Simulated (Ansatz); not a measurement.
# CsTi in Ansatz: convergence with k mesh

Input of the first run (k mesh 3 × 3 × 3); the others differ in this setting and in those tied to it:

File input.yaml:

```yaml
crystal:
  lattice:
    - [0.0, 3.0095975, 3.0095975]
    - [3.0095975, 0.0, 3.0095975]
    - [3.0095975, 3.0095975, 0.0]
  atoms:
    - { symbol: Cs, position: [0.006154, -0.003873, -0.007553] }
    - { symbol: Ti, position: [0.492802, 0.499429, 0.499564] }
hamiltonian:
  xc: pbesol
  pseudopotentials: { kind: nc, accuracy: standard }
kpoints:
  mp_grid: { grid: [3, 3, 3] }
scf:
  occupations: { method: gaussian, width: 0.05 }
output:
  forces: true
  stress: true
  eigenvalues: true
```

Potentials or basis: PseudoDojo standard (PBEsol files).

Launch:

```console
$ ansatz run input.yaml --threads 2 --pin off --max-ram 5632MiB --backend cpu --events-out ev --progress --plain --runs-dir out
```

The cell isn't the ideal one: atoms moved at random, drawn with an rms of 0.05 Å.

The cell was built by a generator and needn't be a form met in nature.

Hardware: 2 threads of Arm Neoverse V1 (shared host).

Task: The values tried are 3 × 3 × 3, 4 × 4 × 4, 5 × 5 × 5, 6 × 6 × 6, 7 × 7 × 7, 9 × 9 × 9, 11 × 11 × 11, 13 × 13 × 13, loosest first. From which on does the energy stay within 1 meV/atom of the tightest run that finished?

Result: From 11 × 11 × 11 on.

```
      k mesh  energy less the tightest run, at zero smearing (meV/atom)  pressure (GPa)  largest force (eV/Å)  SCF cycles  CPU time (s)  peak memory (GiB)
   3 × 3 × 3                                                      45.68            1.02                 0.410           9             5               0.29
   4 × 4 × 4                                                      72.52            3.02                 0.023           9           9.9               0.33
   5 × 5 × 5                                                      -0.71            3.06                 0.048           8            18               0.39
   6 × 6 × 6                                                      -8.08            2.70                 0.040          10            34               0.48
   7 × 7 × 7                                                      17.99            2.76                 0.024           8            47                0.6
   9 × 9 × 9                                                       1.04            2.60                 0.052           8           100               0.99
11 × 11 × 11                                                      -0.57            2.70                 0.038           8           180                1.6
13 × 13 × 13                                                       0.00            2.83                 0.052           8           300                2.4
```

Not settled before the last step: the pressure (to 0.1 GPa), the largest force (to 0.005 eV/Å). Meshes of other sizes hit other points, so gaps and Fermi surfaces needn't settle smoothly. The tightest run that finished is the yardstick and may itself not be fully converged.

The run has no spin-orbit coupling, so splittings on Cs are missing.
